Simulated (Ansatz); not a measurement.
# CH3Se: the cost of one run

All numbers are computed with the Python package of Ansatz 0.2.0. The levels of theory stand in the script.

### Step 1. The system

Bond lengths: C1–Se2 1.948 Å, C1–H3 1.086 Å, C1–H4 1.087 Å, C1–H5 1.086 Å. Angles: Se2–C1–H3 108.9°, Se2–C1–H4 108.9°, Se2–C1–H5 108.8°, H3–C1–H4 110.1°, H3–C1–H5 110.0°, H4–C1–H5 110.1°.

The script holds or builds the structure itself.

### Step 2. Script

Contents of x2c_ch3se.py:

```python
"""CH3Se with and without the spin-free two-component Hamiltonian."""

import warnings

import ansatz as az
import numpy as np


def main() -> None:
    warnings.simplefilter("ignore", az.DeckWarning)

    system = (
        az.Crystal.molecule()
        .atom("C", [-0.11987, -0.10767, 0.07753])
        .atom("Se", [1.18881, 1.06378, -0.76596])
        .atom("H", [0.18584, -1.13997, -0.06782])
        .atom("H", [-0.16537, 0.12227, 1.13847])
        .atom("H", [-1.0894, 0.06159, -0.38223])
    )

    setup = (
        system.calculation()
        .functional("pbe0", dispersion="d4")
        .spin("collinear", total=1)
        .forces()
    )
    # a set contracted for a scalar-relativistic Hamiltonian goes with the relativistic run
    sets = {"none": "cc-pVTZ", "scalar": "cc-pVTZ-DK"}
    found = {kind: setup.basis(gaussian=basis).pseudopotentials(relativity=kind).run().report for kind, basis in sets.items()}
    for kind, each in found.items():
        dipole = 4.803205 * np.linalg.norm(each["charge_distribution"]["dipole_moment_e_ang"])
        print(f"{kind:7s} E = {each['free_energy_ev']:.4f} eV  dipole {dipole:.3f} D  largest force component {np.abs(each['forces_ev_ang']).max():.4f} eV/A")
    print(f"relativity lowers the total energy by {found['none']['free_energy_ev'] - found['scalar']['free_energy_ev']:.3f} eV")


if __name__ == "__main__":
    main()
```

### Step 3. The calls as engine input

The engine receives this input (first run):

```yaml
crystal:
  periodic: [false, false, false]
  atoms:
    - { symbol: C, position_ang: [-0.11987, -0.10767, 0.07753] }
    - { symbol: Se, position_ang: [1.18881, 1.06378, -0.76596] }
    - { symbol: H, position_ang: [0.18584, -1.13997, -0.06782] }
    - { symbol: H, position_ang: [-0.16537, 0.12227, 1.13847] }
    - { symbol: H, position_ang: [-1.0894, 0.06159, -0.38223] }
basis:
  gaussian:
    orbitals: cc-pVTZ
hamiltonian:
  xc: pbe0
  dispersion: d4
  pseudopotentials:
    relativity: none
magnetization:
  spin_polarized: true
  initial_magnetization: 1.0
output:
  forces: true
```

### Step 4. The run

Command:

```
> python x2c_ch3se.py
```

What time and memory should one allow on 1 thread of Arm Neoverse V2, shared host?

About 78 s, with a peak of 0.43 GiB.
